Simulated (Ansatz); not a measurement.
# CH5NOSSi: a ladder of functionals and wavefunction methods

The task here is to estimate one member of a computed series from the others.

Program: Ansatz 0.2.0, Gaussian basis. Level of theory: functionals in def2-TZVPP, the program's frozen cores in correlated methods. These are calculated values, not measurements.

Levels to be run: PBE-D4, r2SCAN-D4, PBE0-D4, B3LYP-D4, ωB97X-V, ωB97M-V, B2PLYP; CCSD(T)/def2-TZVPP; MP2/def2-QZVPP; extrapolation to the limit.

## Structure used throughout

All runs share one geometry, relaxed beforehand with PBE0-D4 in a triple-zeta def2 set.

SMILES `NC(=S)[SiH2]O`, 10 atoms, charge 0, spin multiplicity 1.

Atoms are counted from 1 here; the program's logs count them from 0.

Bond lengths: N1–C2 1.330 Å, N1–H6 1.010 Å, N1–H7 1.008 Å, C2–S3 1.644 Å, C2–Si4 1.875 Å, Si4–O5 1.658 Å, Si4–H8 1.482 Å, Si4–H9 1.482 Å, O5–H10 0.958 Å. Angles: C2–N1–H6 120.1°, C2–N1–H7 120.3°, H6–N1–H7 119.6°, N1–C2–S3 125.9°, N1–C2–Si4 119.6°, S3–C2–Si4 114.5°, C2–Si4–O5 104.2°, C2–Si4–H8 109.5°, C2–Si4–H9 109.5°, O5–Si4–H8 111.5°, O5–Si4–H9 111.6°, H8–Si4–H9 110.3°, Si4–O5–H10 119.8°.

The first run:

File in.yaml:

```yaml
crystal:
  periodic: [false, false, false]
  atoms:
    - {symbol: N, position_ang: [-0.485496, 0.901810, 1.333159]}
    - {symbol: C, position_ang: [0.345504, -0.068446, 0.963662]}
    - {symbol: S, position_ang: [1.396507, -0.864901, 1.945380]}
    - {symbol: Si, position_ang: [0.374847, -0.630663, -0.824841]}
    - {symbol: O, position_ang: [-0.759306, 0.322227, -1.568693]}
    - {symbol: H, position_ang: [-0.508328, 1.211198, 2.293858]}
    - {symbol: H, position_ang: [-1.096016, 1.332760, 0.656728]}
    - {symbol: H, position_ang: [1.726786, -0.410588, -1.391145]}
    - {symbol: H, position_ang: [0.013471, -2.066207, -0.898559]}
    - {symbol: H, position_ang: [-0.924869, 0.221809, -2.506550]}
basis:
  gaussian: {orbitals: def2-TZVPP}
hamiltonian: {xc: pbe, dispersion: d4}
output: {forces: true, orbitals: {seedname: orbitals}}
```

Run with:

```bash
ansatz run in.yaml --threads 4 --pin off --events-out ev --progress --plain --max-ram 10444MiB
```

Among the steps run: PBE-D4 (GGA); r2SCAN-D4 (meta-GGA); PBE0-D4 (hybrid); B3LYP-D4 (hybrid); ωB97X-V (range-separated); ωB97M-V (range-separated); B2PLYP (double hybrid); CCSD(T) in def2-TZVPP; MP2 in def2-QZVPP.

One table of the session follows, with a row left open; its other results are not shown here.

```
            method  atomisation energy (kJ/mol)
            PBE-D4                       3723.6
         r2SCAN-D4                       3638.1
           PBE0-D4                       3625.0
          B3LYP-D4                       3632.9
           ωB97X-V                       3644.8
           ωB97M-V                            ?
            B2PLYP                       3586.1
     HF/def2-TZVPP                       2466.3
    MP2/def2-TZVPP                       3585.0
   CCSD/def2-TZVPP                       3432.1
CCSD(T)/def2-TZVPP                       3505.3
           MP2/CBS                       3710.0
       CCSD(T)/CBS                       3630.3
```

Q: Estimate the row for ωB97M-V from the others.

The run gave: atomisation energy (kJ/mol): 3648.4. In the column «atomisation energy (kJ/mol)» it lies between ωB97X-V (3644.8) and MP2/CBS (3710.0).

Caveats from the session: Free atoms (1 N, 1 C, 1 S, 1 Si, 1 O, 5 H) were run apart at each level; the atomisation energy is their sum less the molecule, without zero-point or spin-orbit terms.
